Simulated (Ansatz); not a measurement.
# TiHO+ (triplet): wave-function methods side by side, def2-QZVPP

One table from this session's results is given with a row withheld; the runs are named, their logs left out.

Program: Ansatz 0.2.0, Gaussian basis. Level of theory: def2-QZVPP, core rule «outside noble gas», up to 10 orbitals frozen. These are calculated values, not measurements.

To be run: UHF; ROHF; CCSD(T) on UHF.

### The geometry

The geometry is a PBE0/def2-TZVP stationary point (not a proven minimum) of the parent state, kept for this charge and spin.

3 atoms, charge 1, spin multiplicity 3.

Atoms are counted from 1 here; the program's logs count them from 0.

Bond lengths: Ti1–O2 2.213 Å, O2–H3 0.979 Å. Angles: Ti1–O2–H3 135.0°.

The first run:

Input file in.yaml:

```yaml
crystal:
  periodic: [false, false, false]
  atoms:
    - {symbol: Ti, position_ang: [0.000000, 0.151588, -1.715051]}
    - {symbol: O, position_ang: [0.000000, 0.253835, 0.495508]}
    - {symbol: H, position_ang: [0.000000, -0.405423, 1.219543]}
basis:
  gaussian: {orbitals: "def2-QZVPP.json"}
total_charge: 1
magnetization: {spin_polarized: true, initial_magnetization: 2}
hamiltonian: {xc: hf}
output: {orbitals: {seedname: orbitals}}
```

Command:

```console
$ ansatz run in.yaml --threads 1 --pin off --events-out ev --progress --plain --max-ram 4096MiB --backend cpu
```

Among the steps run: UHF; ROHF; CCSD(T) on UHF.

One table of the session follows, with a row left open; its other results are not shown here.

| method | from UCCSD(T) (kcal/mol) |
| --- | --- |
| ROHF | +207.51 |
| UHF | ? |
| UMP2 | +8.58 |
| UCCSD | +9.26 |
| UCCSD(T) | 0 |

Q: Estimate the row for UHF from the others.

As computed: from UCCSD(T) (kcal/mol): +204.07. In the column «from UCCSD(T) (kcal/mol)» it lies between UCCSD (+9.26) and ROHF (+207.51).

Caveats from the session: Warnings: coupled cluster took another determinant than the lowest.
